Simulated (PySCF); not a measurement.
# CrH6O6 ([Cr(OH)6]3-): the cost of one run

Programs: PySCF 2.14.0, with routines of our own; each step states its level. All values are computed. Atoms count from 0.

### Step 1. The system as given

13 atoms, charge -3, states of the metal's open shell are computed; geometry from: GFN2-xTB.

### Step 2. Ligand-field states: state-averaged CASSCF in water

What the job is given:

```
{"job": {"kind": "lf", "basis": {"metal": "x2c-TZVPall", "ligand": "x2c-SVPall"}, "nevpt": true, "tol": 5, "solvent": "water"}, "charge": -3, "metal": "Cr", "open_shell": "d3"}
Cr     0.000000     0.000000     0.000000
O      2.146133     0.032885    -0.035826
H      2.331775    -0.378479    -0.888243
O     -2.147753    -0.028943     0.023161
H     -2.348004     0.524870     0.787253
O      0.020157     2.148179    -0.029113
H      0.871788     2.335899     0.383142
O     -0.041651    -2.144978     0.039481
H     -0.934748    -2.317459    -0.282159
O     -0.021167    -0.028670     2.145610
H      0.341861    -0.903146     2.331579
O      0.037809     0.039919    -2.146632
H     -0.327827     0.913469    -2.330570
```

Level: state-averaged CASSCF of the metal d shell, SC-NEVPT2 on the averaged canonical orbitals, state-interaction spin-orbit coupling.

The run is started by

```bash
$ OMP_NUM_THREADS=1 python lf_run.py task.json out
```

The driver reads the jobs from task.json and runs them one after another.

Q: Estimate the wall time and peak memory of this first job on 1 thread of Arm Neoverse V2, shared host.

About 14 s, with a peak of 0.43 GiB.
